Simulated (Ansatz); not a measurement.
Program: Ansatz.

The input (input.yaml):

```yaml
accuracy: low
crystal:
  lattice:
    - [7.525813, 0.0, 0.0]
    - [0.0, 5.807803, 0.0]
    - [0.0, 0.0, 10.139895]
  atoms:
    - { symbol: K, position: [0.81996024, 0.67212574, 0.07892751] }
    - { symbol: K, position: [0.31904448, 0.77166718, 0.36579354] }
    - { symbol: K, position: [0.21717237, 0.19272543, 0.92022482] }
    - { symbol: K, position: [0.66282258, 0.22736634, 0.58525484] }
    - { symbol: K, position: [0.5194512, 0.73418495, 0.783877] }
    - { symbol: K, position: [0.01679434, 0.73422079, 0.71074348] }
    - { symbol: K, position: [0.98087693, 0.19191037, 0.28546866] }
    - { symbol: S, position: [0.77717038, 0.75606362, 0.44559673] }
    - { symbol: S, position: [0.21995517, 0.72184908, 0.05740728] }
    - { symbol: S, position: [0.23352036, 0.28454169, 0.58079749] }
    - { symbol: S, position: [0.7300622, 0.2000041, 0.94554542] }
    - { symbol: O, position: [0.97101915, 0.78811212, 0.45468001] }
    - { symbol: O, position: [0.4152598, 0.73981075, 0.09829824] }
    - { symbol: O, position: [0.04856979, 0.30874922, 0.61407599] }
    - { symbol: O, position: [0.54012786, 0.12580111, 0.93428549] }
    - { symbol: O, position: [0.70574014, 0.71978518, 0.57562153] }
    - { symbol: O, position: [0.21486681, 0.70922661, 0.90723286] }
    - { symbol: O, position: [0.26696345, 0.2869749, 0.43259537] }
    - { symbol: O, position: [0.78682401, 0.20105992, 0.08727761] }
    - { symbol: O, position: [0.70891881, 0.97031313, 0.38807673] }
    - { symbol: O, position: [0.13647447, 0.49981103, 0.11877487] }
    - { symbol: O, position: [0.33967495, 0.46709291, 0.64170799] }
    - { symbol: O, position: [0.84481468, 0.02808117, 0.87407492] }
    - { symbol: O, position: [0.30820497, 0.05178181, 0.62367033] }
    - { symbol: O, position: [0.75621465, 0.42381007, 0.88192254] }
    - { symbol: O, position: [0.73078045, 0.5577362, 0.35566654] }
    - { symbol: O, position: [0.10528175, 0.90899313, 0.10276931] }
total_charge: -1
basis:
  ecutwfc: 420.0
kpoints:
  mp_grid: { grid: [1, 2, 1] }
hamiltonian:
  xc: lda
scf:
  occupations: { method: fermi_dirac, width: 0.05 }
  lower_state_search: "off"
  max_iter: 65
md:
  timestep: 1
  n_steps: 25
  ensemble: NVE
  temperature: 1120.0
  initial_velocities: maxwell_boltzmann
  seed: 592541
```

Run as:

```bash
$ ansatz run input.yaml --threads 1 --pin off --max-ram 3072MiB --backend cpu --events-out ev --progress --plain --runs-dir out
```

What does the program answer?

The program refused the input.

```
Error: YAML parse error: error: line 49 column 13: unknown variant `NVE`, expected one of nve, nve_milne, nvt_langevin, nvt_nose_hoover, npt_langevin
  --> <input>:49:13
   |
47 |   timestep: 1
48 |   n_steps: 25
49 |   ensemble: NVE
   |             ^ unknown variant `NVE`, expected one of nve, nve_milne, nvt_langevin, nvt_nose_hoover, npt_langevin
50 |   temperature: 1120.0
51 |   initial_velocities: maxwell_boltzmann
```
